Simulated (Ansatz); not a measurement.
# Al: energy and stress against strain

Aim: for Al, strain the cell along the Voigt pattern (1, 1, 0, 0, 0, 0).

Method: DFT PBEsol, scalar-relativistic, plane waves, PAW, in Ansatz 0.2.0.

## 1. The structure to begin with

It takes space group Im-3m (No. 229, cubic). The conventional cell has a = 3.182 Å, b = 3.182 Å, c = 3.182 Å, α = 90.00°, β = 90.00°, γ = 90.00°. Al (site symmetry m-3m) has 8 Al at 2.76 Å as nearest neighbours.

Structure file:

```cif
data_structure
_symmetry_space_group_name_H-M 'Im-3m'
_symmetry_Int_Tables_number 229
_cell_length_a 3.1824
_cell_length_b 3.1824
_cell_length_c 3.1824
_cell_angle_alpha 90.000
_cell_angle_beta 90.000
_cell_angle_gamma 90.000
_cell_volume 32.23
loop_
_atom_site_label
_atom_site_type_symbol
_atom_site_symmetry_multiplicity
_atom_site_Wyckoff_symbol
_atom_site_fract_x
_atom_site_fract_y
_atom_site_fract_z
_atom_site_occupancy
Al1 Al 2 a 0.00000 0.00000 0.00000 1
```

It goes back to an entry of the Materials Project, which need not be the stable form.

The cell is taken as given, not relaxed at this level.

## 2. Zero of energy

The reference gives a free energy of -524.4488 eV, pressure 2.21 GPa, largest force 0.000 eV/Å and gap on the mesh none (metal). It was computed beforehand with the settings of the runs below.

## 3. Next: energy and stress against strain

The cell is strained by ε times the Voigt pattern (1, 1, 0, 0, 0, 0) (xx, yy, zz, yz, xz, xy; engineering shear), with fractional coordinates fixed (clamped ions). The stress on the pattern is the sum of the stress components weighted by it, tension positive.

## 4. At ε = -0.0200

input.yaml reads:

```yaml
crystal:
  lattice:
    - [-1.5593943162, 1.5593943162, 1.59121869]
    - [1.5593943162, -1.5593943162, 1.59121869]
    - [1.5593943162, 1.5593943162, -1.59121869]
  atoms:
    - { symbol: Al, position: [0.0, 0.0, 0.0] }
basis:
  ecutwfc: 420
kpoints:
  mp_grid: { grid: [20, 20, 20] }
hamiltonian:
  xc: pbesol
scf:
  occupations: { method: gaussian, width: 0.15 }
output:
  forces: true
  stress: true
  eigenvalues: true
```

Launch:

```console
$ ansatz run input.yaml --threads 1 --pin off --max-ram 2560MiB --backend cpu --events-out ev --progress --plain --runs-dir out
```

## 5. At ε = 0.0150

Changes to input.yaml since step 4:

```diff
@@ -2,5 +2,5 @@
   lattice:
-    - [-1.5593943162, 1.5593943162, 1.59121869]
-    - [1.5593943162, -1.5593943162, 1.59121869]
-    - [1.5593943162, 1.5593943162, -1.59121869]
+    - [-1.6150869704, 1.6150869704, 1.59121869]
+    - [1.6150869704, -1.6150869704, 1.59121869]
+    - [1.6150869704, 1.6150869704, -1.59121869]
   atoms:
```

## 6. At ε = -0.0100

Changes to input.yaml since step 5:

```diff
@@ -2,5 +2,5 @@
   lattice:
-    - [-1.6150869704, 1.6150869704, 1.59121869]
-    - [1.6150869704, -1.6150869704, 1.59121869]
-    - [1.6150869704, 1.6150869704, -1.59121869]
+    - [-1.5753065031, 1.5753065031, 1.59121869]
+    - [1.5753065031, -1.5753065031, 1.59121869]
+    - [1.5753065031, 1.5753065031, -1.59121869]
   atoms:
```

## 7. ε = 0.0050

Changes to input.yaml since step 6:

```diff
@@ -2,5 +2,5 @@
   lattice:
-    - [-1.5753065031, 1.5753065031, 1.59121869]
-    - [1.5753065031, -1.5753065031, 1.59121869]
-    - [1.5753065031, 1.5753065031, -1.59121869]
+    - [-1.5991747834, 1.5991747834, 1.59121869]
+    - [1.5991747834, -1.5991747834, 1.59121869]
+    - [1.5991747834, 1.5991747834, -1.59121869]
   atoms:
```

## 8. At ε = 0.0200

Changes to input.yaml since step 7:

```diff
@@ -2,5 +2,5 @@
   lattice:
-    - [-1.5991747834, 1.5991747834, 1.59121869]
-    - [1.5991747834, -1.5991747834, 1.59121869]
-    - [1.5991747834, 1.5991747834, -1.59121869]
+    - [-1.6230430638, 1.6230430638, 1.59121869]
+    - [1.6230430638, -1.6230430638, 1.59121869]
+    - [1.6230430638, 1.6230430638, -1.59121869]
   atoms:
```

## 9. ε = -0.0150

input.yaml reads:

```yaml
crystal:
  lattice:
    - [-1.5673504096, 1.5673504096, 1.59121869]
    - [1.5673504096, -1.5673504096, 1.59121869]
    - [1.5673504096, 1.5673504096, -1.59121869]
  atoms:
    - { symbol: Al, position: [0.0, 0.0, 0.0] }
basis:
  ecutwfc: 420
kpoints:
  mp_grid: { grid: [20, 20, 20] }
hamiltonian:
  xc: pbesol
scf:
  occupations: { method: gaussian, width: 0.15 }
output:
  forces: true
  stress: true
  eigenvalues: true
  write_density: true
  write_potential: true
  elf: true
  volumetric_format: npy
```

## 10. At ε = 0.0100

input.yaml reads:

```yaml
crystal:
  lattice:
    - [-1.6071308769, 1.6071308769, 1.59121869]
    - [1.6071308769, -1.6071308769, 1.59121869]
    - [1.6071308769, 1.6071308769, -1.59121869]
  atoms:
    - { symbol: Al, position: [0.0, 0.0, 0.0] }
basis:
  ecutwfc: 420
kpoints:
  mp_grid: { grid: [20, 20, 20] }
hamiltonian:
  xc: pbesol
scf:
  occupations: { method: gaussian, width: 0.15 }
output:
  forces: true
  stress: true
  eigenvalues: true
```

## 11. Point ε = -0.0050

Changes to input.yaml since step 10:

```diff
@@ -2,5 +2,5 @@
   lattice:
-    - [-1.6071308769, 1.6071308769, 1.59121869]
-    - [1.6071308769, -1.6071308769, 1.59121869]
-    - [1.6071308769, 1.6071308769, -1.59121869]
+    - [-1.5832625966, 1.5832625966, 1.59121869]
+    - [1.5832625966, -1.5832625966, 1.59121869]
+    - [1.5832625966, 1.5832625966, -1.59121869]
   atoms:
```

## 12. ε = 0.0175

Changes to input.yaml since step 11:

```diff
@@ -2,5 +2,5 @@
   lattice:
-    - [-1.5832625966, 1.5832625966, 1.59121869]
-    - [1.5832625966, -1.5832625966, 1.59121869]
-    - [1.5832625966, 1.5832625966, -1.59121869]
+    - [-1.6190650171, 1.6190650171, 1.59121869]
+    - [1.6190650171, -1.6190650171, 1.59121869]
+    - [1.6190650171, 1.6190650171, -1.59121869]
   atoms:
```

(Steps that only read results are left out.)

Q: Predict the outcome of this session. Wanted: slope of the stress at ε = 0, over ±0.0050.

**Answer**, as computed:

```
                                  quantity    value
slope of the stress at ε = 0, over ±0.0050  294 GPa
```

What this shows: The slope of the stress at zero strain, 294 GPa, estimates C11 + C22 + 2 C12 with clamped ions in this Cartesian frame. The reference stands under 2.2 GPa, so this is no zero-stress constant. The undisturbed cell is not the lowest point: the energy is 3.4 meV/atom lower at ε = 0.0150; the cell was taken as given and not relaxed at this level. Compression costs more than tension: 14.9 against -3.2 meV/atom at the ends.
